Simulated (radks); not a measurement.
# In²⁺ in [Kr] 4d10 5s1: an all-electron calculation

An exercise on one series of results from a longer session: the logs are not shown, and one member is left open.

Method: scalar-relativistic Kohn-Sham, r2SCAN, spin-unpolarised, spherical densities, finite nucleus. Code: radks (a radial shooting solver on a logarithmic mesh, Libxc functionals) version 1.

## The system

```
element            : indium (Z = 49)
charge             : +2
electrons          : 47
configuration      : [Kr] 4d10 5s1
nuclear rms radius : 4.6156 fm
```

The outer shells:

In²⁺
```
[Kr] core
4d [↑↓][↑↓][↑↓][↑↓][↑↓]
5s [↑ ]
```

Set-up of the first run:

Input:

```text
Z 49
configuration [Kr] 4d10 5s1 5p0 6s0 4f0 5d0
relativity scalar-relativistic
functional r2scan,r2scan
spin unpolarised
nucleus finite rms 4.6156 fm
c 137.035999084
```

One of the session's tables, all rows but one given; the rest of the session is left out.

It belongs to the step «Shells». From the orbitals of this run (lengths in bohr):

| level | <r> | outermost maximum (interpolated) | 90 % within | nodes |
| --- | --- | --- | --- | --- |
| 1s | 0.02972 | 0.0192 | 0.0534 | 0 |
| 2s | 0.1285 | 0.109 | 0.198 | 1 |
| 2p | 0.1122 | 0.0869 | 0.183 | 0 |
| 3s | 0.3478 | 0.315 | 0.511 | 2 |
| 3p | 0.3466 | 0.309 | 0.521 | 1 |
| 3d | 0.3243 | 0.259 | 0.511 | 0 |
| 4s | 0.8506 | 0.771 | 1.23 | 3 |
| 4p | ? | ? | ? | ? |
| 4d | 1.162 | 0.930 | 1.81 | 1 |
| 5s | 2.339 | 2.05 | 3.40 | 4 |
| 5p | 2.814 | 2.45 | 4.11 | 3 |

Estimate the missing values for 4p.

The run gave: <r>: 0.9233; outermost maximum (interpolated): 0.817; 90 % within: 1.36; nodes: 2. In the column «<r>» it lies between 4s (0.8506) and 4d (1.162).

Caveats from the session: Spin polarisation and multiplet splitting are left out.
